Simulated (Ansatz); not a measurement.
# CHFOSSi: one species, many methods

The task here is to estimate one member of a computed series from the others.

The runs use Ansatz 0.2.0, Gaussian basis; functionals in def2-TZVPP, the program's frozen cores in correlated methods.

Levels to be run: LDA (SPW92), PBE-D4, revPBE-D4, BLYP-D4, r2SCAN-D4, B97M-V, PBE0-D4, B3LYP-D4, r2SCANh-D4, r2SCAN0-D4, HSE06-D4, BHLYP-D4, CAM-B3LYP-D4, LC-ωPBE, ωB97X-V, ωB97M-V, B2PLYP, PBE-QIDH; CCSD(T)/def2-SVP; CCSD(T)/def2-TZVPP; MP2/def2-QZVPP; extrapolation to the limit; RPA on PBE.

## The relaxed structure

All runs share one geometry, relaxed beforehand with PBE0-D4 in a triple-zeta def2 set.

6 atoms, charge 0, spin multiplicity 1.

Atoms are counted from 1 here; the program's logs count them from 0.

Bond lengths: O1–C2 1.124 Å, C2–Si4 1.999 Å, S3–Si4 1.962 Å, Si4–F5 1.591 Å, Si4–H6 1.476 Å. Angles: O1–C2–Si4 165.2°, C2–Si4–S3 91.1°, C2–Si4–F5 99.4°, C2–Si4–H6 102.1°, S3–Si4–F5 123.9°, S3–Si4–H6 126.6°, F5–Si4–H6 104.8°.

As a file:

```csv
atom,x (Å),y (Å),z (Å)
O1,0.4568,-2.3032,0.2417
C2,0.4170,-1.1812,0.1912
S3,-1.9307,0.1721,-0.6216
Si4,-0.1358,0.7246,-0.0521
F5,1.0054,1.2016,-1.0531
H6,0.2293,1.3220,1.2476
```

The first run:

The input, in.yaml:

```yaml
crystal:
  periodic: [false, false, false]
  atoms:
    - {symbol: O, position_ang: [0.456753, -2.303189, 0.241717]}
    - {symbol: C, position_ang: [0.416952, -1.181156, 0.191220]}
    - {symbol: S, position_ang: [-1.930671, 0.172123, -0.621595]}
    - {symbol: Si, position_ang: [-0.135782, 0.724602, -0.052094]}
    - {symbol: F, position_ang: [1.005415, 1.201625, -1.053087]}
    - {symbol: H, position_ang: [0.229332, 1.321995, 1.247637]}
basis:
  gaussian: {orbitals: def2-TZVPP}
hamiltonian: {xc: lda}
output: {orbitals: {seedname: orbitals}}
```

Launch:

```sh
$ ansatz run in.yaml --threads 2 --pin off --events-out ev --progress --plain --max-ram 4352MiB
```

Among the steps run: LDA; PBE-D4 (GGA); revPBE-D4 (GGA); BLYP-D4 (GGA); r2SCAN-D4 (meta-GGA); B97M-V (meta-GGA); PBE0-D4 (hybrid); B3LYP-D4 (hybrid); r2SCANh-D4 (hybrid); r2SCAN0-D4 (hybrid); HSE06-D4 (hybrid); BHLYP-D4 (hybrid); CAM-B3LYP-D4 (range-separated); LC-ωPBE (range-separated); ωB97X-V (range-separated); ωB97M-V (range-separated); B2PLYP (double hybrid); PBE-QIDH (double hybrid).

One of the session's tables, all rows but one given; the rest of the session is left out.

It belongs to the step «Orbital energies across the functionals». 

| functional | HOMO (eV) | LUMO (eV) | gap (eV) |
| --- | --- | --- | --- |
| LDA (SPW92) | -6.40 | -4.02 | 2.38 |
| PBE-D4 | -6.23 | -3.77 | 2.47 |
| revPBE-D4 | -6.17 | -3.67 | 2.50 |
| BLYP-D4 | -6.05 | -3.62 | 2.42 |
| r2SCAN-D4 | -6.48 | -3.66 | 2.82 |
| B97M-V | -6.50 | -3.57 | 2.93 |
| PBE0-D4 | -7.29 | -2.83 | 4.45 |
| B3LYP-D4 | -7.05 | -3.06 | 3.99 |
| r2SCANh-D4 | -6.87 | -3.30 | 3.56 |
| r2SCAN0-D4 | -7.46 | -2.76 | 4.70 |
| HSE06-D4 | -6.89 | -3.21 | 3.68 |
| BHLYP-D4 | -8.19 | -1.75 | 6.43 |
| CAM-B3LYP-D4 | ? | ? | ? |
| LC-ωPBE | -9.74 | -0.54 | 9.20 |
| ωB97X-V | -9.42 | -0.59 | 8.82 |
| ωB97M-V | -9.27 | -0.64 | 8.63 |

**Question.** Estimate the row for CAM-B3LYP-D4.

As computed: HOMO (eV): -8.46; LUMO (eV): -1.71; gap (eV): 6.75. In the column «HOMO (eV)» it lies between ωB97M-V (-9.27) and BHLYP-D4 (-8.19).
